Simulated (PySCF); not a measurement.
# TaO2H: structure of the singlet

Aim: relax TaO2H as a singlet from a trigonal pyramidal start, check by its vibrations whether the end is a minimum, and collect its spectrum and constants.

Computed with PySCF 2.14.0. Level: PBE0, basis Ta def2-TZVP with ECP60, O def2-TZVP, H def2-TZVP, scalar-relativistic core potentials, no spin–orbit coupling, density fitting.

## Step 1: Starting geometry

4 atoms, charge 0, spin multiplicity 1.

Bond lengths: Ta1–O2 1.830 Å, Ta1–O3 1.830 Å, Ta1–H4 1.780 Å. Angles: O2–Ta1–O3 99.8°, O2–Ta1–H4 99.8°, O3–Ta1–H4 99.8°.

Z-matrix (Å, degrees; charge 0 multiplicity 1):
```
Ta
O  1 1.8300
O  1 1.8300 2 99.75
H  1 1.7800 2 99.75 3 -101.77
```

## Step 2: The SCF at the typed geometry

One driver script runs all steps and calls PySCF; scf.py shows how it sets up the SCF of each step. The optimiser is the driver's own. After this first run the driver tries any further starts and a stability analysis.

Input file scf.py:

```python
from pyscf import gto, scf, dft
mol = gto.M(atom='''
Ta     0.000000     0.000000     0.000000
O     -0.807900     1.399300     0.859100
O     -0.807900    -1.399300     0.859100
H      1.571600     0.000000     0.835700''',
    basis={'Ta': 'def2-TZVP', 'O': 'def2-TZVP', 'H': 'def2-TZVP'},
    ecp={'Ta': 'def2-TZVP'},
    charge=0, spin=0)
mf = dft.RKS(mol, xc='PBE0')
mf.grids.atom_grid = (50, 194)
aux = {'Ta': 'def2-universal-JKFIT', 'O': 'def2-universal-JKFIT', 'H': 'def2-universal-JKFIT'}
mf = mf.density_fit(auxbasis=aux)
mf.conv_tol = 1e-08
mf.diis_space = 10
mf.max_cycle = 60
mf.init_guess = 'minao'
mf.verbose = 4
mf.kernel()
```

Launch:

```sh
> OMP_NUM_THREADS=4 python axn.py task.json out
```

Log:

```text
init E= -188.317293002161
  HOMO = -0.545053185214854  LUMO = -0.354131954932839  gap/eV = 5.19523
cycle= 1 E= -207.667109805217  delta_E= -19.3  |g|= 1.26  |ddm|= 6.72
  HOMO = -0.141506949994056  LUMO = -0.0578019819535909  gap/eV = 2.27773
cycle= 2 E= -198.979853699393  delta_E= 8.69  |g|= 5.79  |ddm|= 3.51
  HOMO = -0.238219405084795  LUMO = -0.0849414893803129  gap/eV = 4.17090
cycle= 3 E= -207.946152212989  delta_E= -8.97  |g|= 0.388  |ddm|= 3.32
  HOMO = -0.304439766691484  LUMO = -0.163001405275821  gap/eV = 3.84873
cycle= 4 E= -207.974055979622  delta_E= -0.0279  |g|= 0.244  |ddm|= 0.579
  HOMO = -0.284746356043822  LUMO = -0.140087484101645  gap/eV = 3.93637
cycle= 5 E= -207.987014259622  delta_E= -0.013  |g|= 0.0679  |ddm|= 0.187
  HOMO = -0.287975081903902  LUMO = -0.138255134232878  gap/eV = 4.07409
cycle= 6 E= -207.987831527195  delta_E= -0.000817  |g|= 0.0337  |ddm|= 0.0306
  HOMO = -0.290190405738791  LUMO = -0.137517456902799  gap/eV = 4.15444
cycle= 7 E= -207.988051599573  delta_E= -0.00022  |g|= 0.00688  |ddm|= 0.0151
  HOMO = -0.290655932695067  LUMO = -0.137537549234818  gap/eV = 4.16656
cycle= 8 E= -207.988060840312  delta_E= -9.24e-06  |g|= 0.00117  |ddm|= 0.00392
  HOMO = -0.290615875672923  LUMO = -0.137504347450747  gap/eV = 4.16638
cycle= 9 E= -207.988061120517  delta_E= -2.8e-07  |g|= 0.000202  |ddm|= 0.000988
  HOMO = -0.29062057637589  LUMO = -0.137513010413837  gap/eV = 4.16627
cycle= 10 E= -207.988061131739  delta_E= -1.12e-08  |g|= 8.87e-05  |ddm|= 0.000218
  HOMO = -0.290613055218667  LUMO = -0.137512322452821  gap/eV = 4.16608
cycle= 11 E= -207.988061133822  delta_E= -2.08e-09  |g|= 9.78e-06  |ddm|= 6.33e-05
  HOMO = -0.290611450376097  LUMO = -0.137513433252739  gap/eV = 4.16601
Extra cycle  E= -207.988061133696  delta_E= 1.26e-10  |g|= 3.07e-05  |ddm|= 2.18e-05
converged SCF energy = -207.988061133696
```

This step, with its further starts and checks, took 8 s on 4 threads of Arm Neoverse V1, shared host.

The starts that the driver tried:

```csv
start,energy (Eh)
the minimal-basis guess,-207.988061
a thermally smeared density,-207.988061
a smeared PBE density,-207.988061
```

The test of internal stability and the other starts found no lower closed-shell solution.

## Step 3: Relaxation: trigonal pyramidal start, singlet

The program finds Cs symmetry in the start, which this walk keeps. Threshold on the gradient: 0.0003 Eh/bohr, with a further test on the energy change.

scf.py: that of step 2 with these lines changed.

```diff
@@ -3,4 +3,4 @@
-Ta     0.000000     0.000000     0.000000
-O     -0.807900     1.399300     0.859100
-O     -0.807900    -1.399300     0.859100
-H      1.571600     0.000000     0.835700''',
+Ta     0.113396     0.000000    -0.132392
+O     -0.694504     1.399300     0.726708
+O     -0.694504    -1.399300     0.726708
+H      1.684996     0.000000     0.703308''',
@@ -17 +16,0 @@
-mf.init_guess = 'minao'
```

The optimiser's trace:

```csv
step,energy (Eh),change (kJ/mol),largest symmetric gradient (Eh/bohr)
0,-207.988061,0.00,0.10850
1,-208.010855,-59.85,0.02422
2,-208.011780,-62.27,0.00532
3,-208.011858,-62.48,0.00045
4,-208.011858,-62.48,0.00007
```

The walk took 8.1 s.

After 4 steps and 62.5 kJ/mol it ends at Cs: Ta–H 1.779 Å, Ta–O 1.722 Å (×2); H–Ta–O 101.4° (×2), O–Ta–O 105.8°.

## Step 4: Frequencies

The point is checked on the finer grid, and tightened if its gradient asks for it. The Hessian and the dipole derivatives come from central differences of analytic gradients, with steps of 0.02 bohr.

scf.py: that of step 3 with these lines changed.

```diff
@@ -3,4 +3,4 @@
-Ta     0.113396     0.000000    -0.132392
-O     -0.694504     1.399300     0.726708
-O     -0.694504    -1.399300     0.726708
-H      1.684996     0.000000     0.703308''',
+Ta     0.100838     0.000000    -0.114887
+O     -0.622736     1.373311     0.630650
+O     -0.622736    -1.373311     0.630650
+H      1.713733     0.000000     0.635767''',
@@ -11 +11 @@
-mf.grids.atom_grid = (50, 194)
+mf.grids.atom_grid = (75, 302)
@@ -14 +14 @@
-mf.conv_tol = 1e-08
+mf.conv_tol = 1e-10
```

The driver hands on the density of the step before, so the log starts near convergence.

SCF at the final geometry:

```text
init E= -208.011845595296
  HOMO = -0.300429239552169  LUMO = -0.128159535680158  gap/eV = 4.68770
cycle= 1 E= -208.01184559527  delta_E= 2.58e-11  |g|= 1.27e-05  |ddm|= 9.6e-06
  HOMO = -0.300431397359638  LUMO = -0.128157719879574  gap/eV = 4.68781
cycle= 2 E= -208.011845594986  delta_E= 2.84e-10  |g|= 4.03e-05  |ddm|= 2.64e-05
  HOMO = -0.300429429295622  LUMO = -0.128158850713305  gap/eV = 4.68772
cycle= 3 E= -208.011845595301  delta_E= -3.15e-10  |g|= 1.08e-06  |ddm|= 1.93e-05
  HOMO = -0.300429583455561  LUMO = -0.128158971676871  gap/eV = 4.68772
cycle= 4 E= -208.011845595302  delta_E= -8.53e-13  |g|= 5.87e-08  |ddm|= 9.86e-07
  HOMO = -0.300429579856154  LUMO = -0.128158975560776  gap/eV = 4.68772
Extra cycle  E= -208.011845595302  delta_E= -5.68e-14  |g|= 1.01e-07  |ddm|= 1e-07
converged SCF energy = -208.011845595302
```

The whole step took 38 s.

Geometry: Cs; Ta–H 1.779 Å, Ta–O 1.722 Å (×2); H–Ta–O 101.4° (×2), O–Ta–O 105.8°.

Harmonic modes (main isotopes):

| symmetry | ω (cm⁻¹) | IR (km/mol) | μ (u) |
| --- | --- | --- | --- |
| a' | 338 | 11.3 | 15.23 |
| a' | 489 | 83.5 | 1.13 |
| a'' | 651 | 12.2 | 1.07 |
| a'' | 960 | 229 | 15.73 |
| a' | 1025 | 62.6 | 16.93 |
| a' | 1870 | 118 | 1.02 |

No imaginary mode, so this is a minimum.

Constants and moments:

```
Dipole moment                                                   : 6.40 D
Highest occupied level                                          : -8.18 eV
Lowest empty level                                              : -3.49 eV
Rotational constants                                            : 0.5151, 0.2671, 0.1867 cm⁻¹
Zero-point energy                                               : 31.9 kJ/mol
Principal polarisabilities                                      : 33.4, 44.7, 48.4 bohr³
Atomisation energy without zero-point energy                    : 1709 kJ/mol
Principal traceless quadrupole moments about the centre of mass : -7.64, -0.33, 7.97 D Å
Entropy at 298.15 K and 1 bar                                   : 285.1 J/(mol K)
Heat capacity Cp at 298.15 K                                    : 52.5 J/(mol K)
Enthalpy at 298.15 K above 0 K                                  : 12.07 kJ/mol
Rotational symmetry number                                      : 1
```

Populations by atom (charges in e):

| atom | Mulliken | Löwdin | polar tensor | Mayer order to Ta1 |
| --- | --- | --- | --- | --- |
| Ta1 | 1.10 | 0.70 | 1.72 | – |
| O2,3 | -0.50 | -0.30 | -0.74 | 2.16 |
| H4 | -0.10 | -0.10 | -0.25 | 0.98 |

Outer orbital energies (eV). occupied: -24.49, -10.76, -10.37, -9.94, -9.76, -9.44, -9.22, -8.18; empty: -3.49, -2.31, -0.55, -0.16.

Mulliken populations on Ta1 (outside its core potential): s 2.55, p 6.27, d 2.95, f 0.13.

## Step 5: Stability of the closed shell

At the lowest minimum the closed shell is tested against spin polarisation, on the (50, 194) grid. It is stable.

## Step 6: Summary of results

| quantity | value |
| --- | --- |
| minimum | singlet, Cs |
| geometry | Ta–H 1.779 Å, Ta–O 1.722 Å (×2); H–Ta–O 101.4° (×2), O–Ta–O 105.8° |
| wavenumbers (cm⁻¹) | 338 (a'), 489 (a'), 651 (a''), 960 (a''), 1025 (a'), 1870 (a') |
| dipole moment | 6.40 D |
| highest occupied, lowest empty level | -8.18, -3.49 eV |
| polar-tensor charge of Ta1 | +1.72 e |
| zero-point energy | 31.9 kJ/mol |
| entropy at 298.15 K | 285.1 J/(mol K) |
| atomisation energy (no zero-point energy) | 1709 kJ/mol |

In words: The molecule stays Cs, as typed, and the end point is a minimum. The strongest infrared band lies at 960 cm⁻¹ (a'', stretch). With 6.4 D the molecule is strongly polar. Other starts or spin states, not run here, may lie lower. Spin–orbit coupling, left out here, can matter for elements this heavy.

The search up to here took 56 s on 4 threads of Arm Neoverse V1, shared host.
